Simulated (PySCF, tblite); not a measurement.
# bromotrichlorosilane (SiBrCl3): isotopologues and vibrational averages

Aim: rotational constants, zero-point energies and shieldings of isotopologues of bromotrichlorosilane (SiBrCl3) (`Cl[Si](Cl)(Cl)Br`).

Programs: PySCF 2.14.0 with density-fitted response routines of our own, and tblite 0.8.0. All values are computed, except where a source is named. Atoms count from 0 throughout.

## (1) The starting structure

5 atoms, charge 0, multiplicity 1; geometry from: force field or distance geometry start.

Bonds of the start (Å): Cl0–Si1 2.04, Si1–Br4 2.29, Si1–Cl2 2.09, Si1–Cl3 2.08.

## (2) GFN2-xTB relaxation, lowest of a short conformer search

The job: settings as JSON, then the geometry in Å.

```
{"job": {"xc": "GFN2-xTB", "basis": "xTB", "kind": "relax"}, "charge": 0, "multiplicity": 1}
Cl    -0.198400     1.725700    -1.157900
Si    -0.058400     0.026300    -0.045900
Cl    -1.373200     0.054500     1.579600
Cl    -0.425400    -1.679600    -1.176000
Br     2.090000    -0.115500     0.731500
```

On the command line:

```bash
$ OMP_NUM_THREADS=1 python ens_run.py task.json out
```

One launch serves the whole session.

Log:

```text
step      E/eV     max force
  0    -533.91844    1.111
  1    -533.97002    0.909
  2    -534.05090    0.435
  3    -534.06104    0.122
  4    -534.06185    0.076
  5    -534.06224    0.055
  6    -534.06245    0.050
  7    -534.06275    0.070
  8    -534.06317    0.095
  9    -534.06358    0.076
 10    -534.06375    0.033
 11    -534.06379    0.018
 12    -534.06381    0.021
 13    -534.06385    0.024
 14    -534.06390    0.027
 15    -534.06393    0.018
 16    -534.06394    0.006
 17    -534.06395    0.002
```

Run time: 0.15 s. Hardware: 1 thread of AMD EPYC 7B13, shared host.

The energy fell by 0.146 eV, and the atoms moved 0.06 Å (root mean square).

## (3) Tight optimisation and Hessian

The job: settings as JSON, then the geometry in Å.

```
{"job": {"xc": "PBE0", "basis": "pcSseg-1", "grid": 2, "temperatures": [298.15, 500], "kind": "geom"}, "charge": 0, "multiplicity": 1}
Cl    -0.210777     1.680798    -1.138379
Si    -0.053752     0.005955    -0.036422
Cl    -1.302878     0.068919     1.538290
Cl    -0.404586    -1.624031    -1.160792
Br     2.006480    -0.120231     0.728562
```

Log:

```text
step   0  E = -115464.2828345 eV  max force = 0.77885
step   1  E = -115464.3058819 eV  max force = 0.38733
step   2  E = -115464.3122117 eV  max force = 0.01817
step   3  E = -115464.3122671 eV  max force = 0.00463
step   4  E = -115464.3122693 eV  max force = 0.00035
step   5  E = -115464.3122693 eV  max force = 0.00035
step   6  E = -115464.3122693 eV  max force = 0.00017
harmonic wavenumbers (cm-1): 128.5 128.9 187.7 203.8 204.1 369.0 559.5 617.0 617.3
```

It took 4.7 min on 1 thread of AMD EPYC 7B13, shared host; peak memory 0.61 GiB.

## (4) Displacements along the modes, parent

The job: settings as JSON, then the geometry in Å.

```
{"job": {"xc": "PBE0", "basis": "pcSseg-1", "grid": 2, "temperatures": [298.15, 500], "kind": "vib", "mass_numbers": [35, 28, 35, 35, 79]}, "charge": 0, "multiplicity": 1}
Cl    -0.231412     1.685250    -1.148336
Si    -0.017014     0.003681    -0.022663
Cl    -1.326001     0.070137     1.533935
Cl    -0.425983    -1.625895    -1.170737
Br     2.034898    -0.121762     0.739060
```

Log:

```text
mode    cm-1    km/mol   phi_rrr   E(+)/cm-1  E(-)/cm-1
  1    128.54     0.05      -9.7      22.78      23.51
  2    128.92     0.05       1.6      23.25      23.18
  3    187.68     4.99       2.2      33.86      33.71
  4    203.78     5.92      -3.1      36.59      36.80
  5    204.14     5.86      -0.8      36.74      36.78
  6    369.02     9.27      36.8      67.76      65.11
  7    559.51   192.40      41.3     102.24      99.26
  8    616.97   191.30      84.7     114.23     108.13
  9    617.29   191.32       6.2     111.46     111.01
```

Run time: 3.6 min. Hardware: 1 thread of AMD EPYC 7B13, shared host; peak memory 0.73 GiB.

## (5) Displacements along the modes, 30Si at atom 1

The job: settings as JSON, then the geometry in Å.

```
{"job": {"xc": "PBE0", "basis": "pcSseg-1", "grid": 2, "temperatures": [298.15, 500], "kind": "vib", "mass_numbers": [35, 30, 35, 35, 79]}, "charge": 0, "multiplicity": 1}
Cl    -0.231412     1.685250    -1.148336
Si    -0.017014     0.003681    -0.022663
Cl    -1.326001     0.070137     1.533935
Cl    -0.425983    -1.625895    -1.170737
Br     2.034898    -0.121762     0.739060
```

Log:

```text
mode    cm-1    km/mol   phi_rrr   E(+)/cm-1  E(-)/cm-1
  1    128.46     0.06      -9.7      22.77      23.49
  2    128.85     0.05       1.6      23.24      23.17
  3    187.39     5.10       2.0      33.81      33.66
  4    202.52     6.03      -3.2      36.36      36.58
  5    202.88     5.98      -0.8      36.51      36.55
  6    367.46    10.46      37.1      67.49      64.82
  7    546.24   179.53      34.3      99.59      97.12
  8    603.20   181.08      81.7     111.64     105.76
  9    603.49   181.10       7.4     109.01     108.48
```

Wall time 3.6 min (1 thread of AMD EPYC 7B13, shared host); peak memory 0.73 GiB.

## (6) Displacements along the modes, 37Cl at atom 0

The job: settings as JSON, then the geometry in Å.

```
{"job": {"xc": "PBE0", "basis": "pcSseg-1", "grid": 2, "temperatures": [298.15, 500], "kind": "vib", "mass_numbers": [37, 28, 35, 35, 79]}, "charge": 0, "multiplicity": 1}
Cl    -0.231412     1.685250    -1.148336
Si    -0.017014     0.003681    -0.022663
Cl    -1.326001     0.070137     1.533935
Cl    -0.425983    -1.625895    -1.170737
Br     2.034898    -0.121762     0.739060
```

Log:

```text
mode    cm-1    km/mol   phi_rrr   E(+)/cm-1  E(-)/cm-1
  1    127.44     0.05      -6.9      22.69      23.20
  2    128.11     0.04       7.3      23.30      22.83
  3    186.74     4.95       2.1      33.69      33.54
  4    202.36     5.80       2.7      36.53      36.34
  5    202.64     5.71       0.9      36.53      36.45
  6    366.61     8.65      36.4      67.32      64.69
  7    558.29   192.67     -42.9      98.99     102.08
  8    613.59   190.01      71.1     113.11     108.00
  9    617.04   191.25       9.0     111.52     110.87
```

Wall time 3.6 min (1 thread of AMD EPYC 7B13, shared host); peak memory 0.73 GiB.

## (7) Vibrational averages by isotopologue

The job: settings as JSON, then the geometry in Å.

```
{"job": {"xc": "PBE0", "basis": "pcSseg-1", "grid": 2, "temperatures": [298.15, 500], "kind": "iso"}, "charge": 0, "multiplicity": 1}
Cl    -0.231412     1.685250    -1.148336
Si    -0.017014     0.003681    -0.022663
Cl    -1.326001     0.070137     1.533935
Cl    -0.425983    -1.625895    -1.170737
Br     2.034898    -0.121762     0.739060
```

Log:

```text
parent
  Be/MHz 1313.638 881.453 881.43
  B0/MHz 1310.608 879.401 879.357
  ZPE/cm-1 1507.9
  <sigma>(0 K)/ppm 723.710 320.665 723.711 723.712 2198.142
30Si at atom 1
  Be/MHz 1313.638 880.765 880.741
  B0/MHz 1310.665 878.755 878.711
  ZPE/cm-1 1485.2
  <sigma>(0 K)/ppm 723.781 320.680 723.782 723.783 2198.320
37Cl at atom 0
  Be/MHz 1289.668 877.177 866.429
  B0/MHz 1286.705 875.125 864.411
  ZPE/cm-1 1501.4
  <sigma>(0 K)/ppm 723.777 320.671 723.731 723.730 2198.192
```

Wall time 16 min (1 thread of AMD EPYC 7B13, shared host); peak memory 0.73 GiB. This counts the whole study up to here.

Rotational constants (MHz) at equilibrium and in the ground state:

```csv
isotopologue,Be,B0,zero-point change (cm⁻¹)
parent,"1313.6, 881.5, 881.4","1310.6, 879.4, 879.4",0.0
30Si at atom 1,"1313.6, 880.8, 880.7","1310.7, 878.8, 878.7",-22.7
37Cl at atom 0,"1289.7, 877.2, 866.4","1286.7, 875.1, 864.4",-6.5
```

Shieldings of the first species (ppm): at equilibrium, the vibrational parts at 0 K, and the averages:

```csv
atom,equilibrium,anharmonic,harmonic,0 K,298.15 K,500 K
Cl0,730.12,-2.11,-4.30,723.71,718.72,712.97
Si1,321.93,-0.75,-0.51,320.66,319.97,319.09
Cl2,730.12,-2.11,-4.30,723.71,718.73,712.99
Cl3,730.15,-2.13,-4.30,723.71,718.71,712.96
Br4,2212.33,-5.38,-8.81,2198.14,2184.43,2169.40
```

Isotope effects on the shieldings at 0 K (ppb; positive means more shielded):

```csv
atom,30Si at atom 1,37Cl at atom 0
Cl0,70,67
Si1,15,6
Cl2,71,20
Cl3,71,17
Br4,178,50
```

## (8) Tight optimisation and Hessian, xc wB97X; basis 6-31G*; delta 0.3

The job: settings as JSON, then the geometry in Å.

```
{"job": {"xc": "wB97X", "basis": "6-31G*", "grid": 2, "temperatures": [298.15, 500], "j": false, "delta": 0.3, "kind": "geom"}, "charge": 0, "multiplicity": 1}
Cl    -0.210777     1.680798    -1.138379
Si    -0.053752     0.005955    -0.036422
Cl    -1.302878     0.068919     1.538290
Cl    -0.404586    -1.624031    -1.160792
Br     2.006480    -0.120231     0.728562
```

Log:

```text
step   0  E = -115487.0905639 eV  max force = 0.83165
step   1  E = -115487.1083540 eV  max force = 0.47026
step   2  E = -115487.1172308 eV  max force = 0.01693
step   3  E = -115487.1172746 eV  max force = 0.00542
step   4  E = -115487.1172775 eV  max force = 0.00075
step   5  E = -115487.1172775 eV  max force = 0.00075
step   6  E = -115487.1172775 eV  max force = 0.00018
harmonic wavenumbers (cm-1): 132.9 133.8 193.6 209.9 210.5 381.5 577.5 635.7 636.4
```

It took 6.6 min on 1 thread of AMD EPYC 7B13, shared host; peak memory 0.64 GiB.

## (9) Displacements along the modes, xc wB97X; basis 6-31G*; delta 0.3; parent

The job: settings as JSON, then the geometry in Å.

```
{"job": {"xc": "wB97X", "basis": "6-31G*", "grid": 2, "temperatures": [298.15, 500], "j": false, "delta": 0.3, "kind": "vib", "mass_numbers": [35, 28, 35, 35, 79]}, "charge": 0, "multiplicity": 1}
Cl    -0.231995     1.680796    -1.145904
Si    -0.015182     0.003604    -0.021856
Cl    -1.323941     0.069866     1.529291
Cl    -0.426341    -1.621409    -1.168127
Br     2.031947    -0.121448     0.737855
```

Log:

```text
mode    cm-1    km/mol   phi_rrr   E(+)/cm-1  E(-)/cm-1
  1    132.91     0.06     -10.3       5.95       6.02
  2    133.79     0.05       1.2       6.02       6.02
  3    193.63     6.61       2.0       8.72       8.71
  4    209.93     7.04      -0.0       9.44       9.45
  5    210.49     7.00      -2.1       9.46       9.48
  6    381.53    10.35     -37.7      17.00      17.34
  7    577.46   210.86     -39.2      25.81      26.16
  8    635.68   202.58      73.6      28.95      28.29
  9    636.42   202.47     -35.2      28.48      28.80
```

Wall time 5.1 min (1 thread of AMD EPYC 7B13, shared host); peak memory 0.64 GiB.

## (10) Displacements along the modes, xc wB97X; basis 6-31G*; delta 0.3; 30Si at atom 1

The job: settings as JSON, then the geometry in Å.

```
{"job": {"xc": "wB97X", "basis": "6-31G*", "grid": 2, "temperatures": [298.15, 500], "j": false, "delta": 0.3, "kind": "vib", "mass_numbers": [35, 30, 35, 35, 79]}, "charge": 0, "multiplicity": 1}
Cl    -0.231995     1.680796    -1.145904
Si    -0.015182     0.003604    -0.021856
Cl    -1.323941     0.069866     1.529291
Cl    -0.426341    -1.621409    -1.168127
Br     2.031947    -0.121448     0.737855
```

Log:

```text
mode    cm-1    km/mol   phi_rrr   E(+)/cm-1  E(-)/cm-1
  1    132.83     0.07     -10.3       5.94       6.01
  2    133.72     0.06       1.1       6.02       6.02
  3    193.32     6.74       1.9       8.71       8.69
  4    208.62     7.17      -0.0       9.38       9.39
  5    209.17     7.13      -2.3       9.40       9.42
  6    379.93    11.67     -38.0      16.93      17.27
  7    563.79   196.63     -32.1      25.22      25.52
  8    621.50   191.66      70.4      28.30      27.67
  9    622.24   191.55     -35.9      27.84      28.17
```

Run time: 5.1 min. Hardware: 1 thread of AMD EPYC 7B13, shared host; peak memory 0.64 GiB.

## (11) Vibrational averages by isotopologue, second settings

The job: settings as JSON, then the geometry in Å.

```
{"job": {"xc": "wB97X", "basis": "6-31G*", "grid": 2, "temperatures": [298.15, 500], "j": false, "delta": 0.3, "kind": "iso"}, "charge": 0, "multiplicity": 1}
Cl    -0.231995     1.680796    -1.145904
Si    -0.015182     0.003604    -0.021856
Cl    -1.323941     0.069866     1.529291
Cl    -0.426341    -1.621409    -1.168127
Br     2.031947    -0.121448     0.737855
```

Log:

```text
parent
  Be/MHz 1320.682 884.624 884.562
  B0/MHz 1317.632 882.356 882.606
  ZPE/cm-1 1555.9
  <sigma>(0 K)/ppm 780.122 362.501 779.923 780.069 2344.027
30Si at atom 1
  Be/MHz 1320.682 883.938 883.876
  B0/MHz 1317.691 881.717 881.962
  ZPE/cm-1 1532.6
  <sigma>(0 K)/ppm 780.182 362.510 779.985 780.129 2344.174
```

Run time: 17 min. Hardware: 1 thread of AMD EPYC 7B13, shared host; peak memory 0.73 GiB. This counts the runs that the step sums up.

Rotational constants (MHz) at equilibrium and in the ground state:

```csv
isotopologue,Be,B0,zero-point change (cm⁻¹)
parent,"1320.7, 884.6, 884.6","1317.6, 882.4, 882.6",0.0
30Si at atom 1,"1320.7, 883.9, 883.9","1317.7, 881.7, 882.0",-23.4
```

Shieldings of the first species (ppm): at equilibrium, the vibrational parts at 0 K, and the averages:

```csv
atom,equilibrium,anharmonic,harmonic,0 K,298.15 K,500 K
Cl0,785.54,-1.83,-3.59,780.12,776.16,771.54
Si1,363.50,-0.83,-0.16,362.50,361.95,361.26
Cl2,785.60,-2.10,-3.57,779.92,775.82,771.01
Cl3,785.52,-1.89,-3.56,780.07,776.13,771.51
Br4,2355.84,-4.58,-7.24,2344.03,2333.21,2321.19
```

Isotope effects on the shieldings at 0 K (ppb; positive means more shielded):

```csv
atom,30Si at atom 1
Cl0,60
Si1,8
Cl2,62
Cl3,59
Br4,147
```

## (12) What came out

| quantity | value |
| --- | --- |
| point group | C3v |
| B0 of the first species | 1310.6, 879.4, 879.4 MHz |
| zero-point energy | 1508 cm⁻¹ |
| zero-point change of σ(Br4) | -14.19 ppm |

Zero-point motion changes the shielding of Br4 most, by -14.19 ppm. The largest secondary isotope effect is 178 ppb on Br4, 1 bond from the change (30Si at atom 1). The job flags a low mode; perturbation theory is less sure for low modes. Spin-orbit coupling is left out, which matters at and beside the heavy atoms.
